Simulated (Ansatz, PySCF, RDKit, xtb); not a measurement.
# CH5OSn+: a search for the lowest isomer

Task: start from the formula CH5OSn+ (charge +1), draw up candidate structures, narrow them down in stages, and characterise the one that lies lowest at 298.15 K.

The funnel: GFN2-xTB relaxations, single points with a density functional, relaxations at PBE0-D3(BJ)/def2-SVP, harmonic vibrations, and a last energy at a higher level. All values are calculated.

6 further runs of the same task are left out: 6 set aside as unsound or not needed.

### 1 Drawing up candidates

All bonding patterns within simple valence rules are listed by program: one Lewis structure each, at most two rings and one unusual centre or charged pair. O–O, O–halogen and N–halogen bonds and N–N–N chains are not drawn. That gives 15 candidates.

c036 O[CH2][SnH2+]; c080 [OH2+][CH2][SnH] (triplet); c118 [CH3][Sn][OH2+]; c140 C[O][SnH2+]; c206 [CH2]1[OH+][SnH2]1; c258 [CH2+][SnH2][OH]; c274 [OH2+][CH]=[SnH2]; c293 [CH3][SnH+][OH]; c355 C[OH+][SnH]; c485 [CH2]=[SnH][OH2+]; c570 O[CH+][SnH3]; c681 C[OH+][SnH] (triplet); c740 [OH2+][CH2][SnH]; c876 [CH2+][O][SnH3]; c940 [CH3][Sn][OH2+] (triplet).

Candidates are built by distance geometry, with a force field where one applies, in up to four conformers (letters a to d). 16 starts with atoms placed at random are added, to find patterns that the rules miss.

**Question.** With final energies at CCSD(T)/def2-TZVP, which structure will this search put lowest in free energy, and by what margin?

| quantity | value |
| --- | --- |
| lowest structure found | [CH3][Sn][OH2+], singlet, Cs |
| next finalist | C[OH+][SnH], singlet, 21.2 kcal/mol higher in G |
| share at equilibrium, among the finalists | 100.0 % |
| harmonic wavenumbers, lowest and highest (PBE0-D3(BJ)/def2-SVP) | 87 and 3883 cm⁻¹ |
| rotational constants, same geometry | 0.2427, 0.1823, 0.1062 cm⁻¹ |
| HOMO energy (PBE0/def2-TZVPD) | -11.94 eV |
| LUMO energy (PBE0/def2-TZVPD) | -7.58 eV |
| HOMO–LUMO gap (PBE0/def2-TZVPD) | 4.37 eV |
| lowest excitation (TD-PBE0/def2-SVPD) | 3.06 eV (f = 0.018) |
| strongest of the states computed, same level | 7.66 eV (f = 0.424) |
| lowest triplet excitation, same level, Tamm-Dancoff | 2.18 eV |
| vertical ionisation energy | 14.14 eV |
| vertical recombination energy (electron added) | 5.66 eV |
| vertical triplet less singlet | +2.23 eV |

The search ends on `[CH3][Sn][OH2+]`. The margin of 21.2 kcal/mol over the next finalist is beyond the usual error of the last level; it says nothing of structures that weren't ranked. PBE0-D3(BJ)/def2-SVP, HF/def2-TZVP and MP2/def2-TZVP already put its bonding pattern lowest among the structures in one piece. Spin-orbit coupling, which matters for elements this heavy, is left out. A loose complex, c525, lay +5.5 kcal/mol from the best structure in one piece at the screening level; it was neither relaxed nor ranked, and may be the true minimum. The search is not exhaustive (a finite list of starts, one conformer a finalist), so a lower isomer can't be ruled out. Patterns outside the rules of the enumeration were met only by chance.
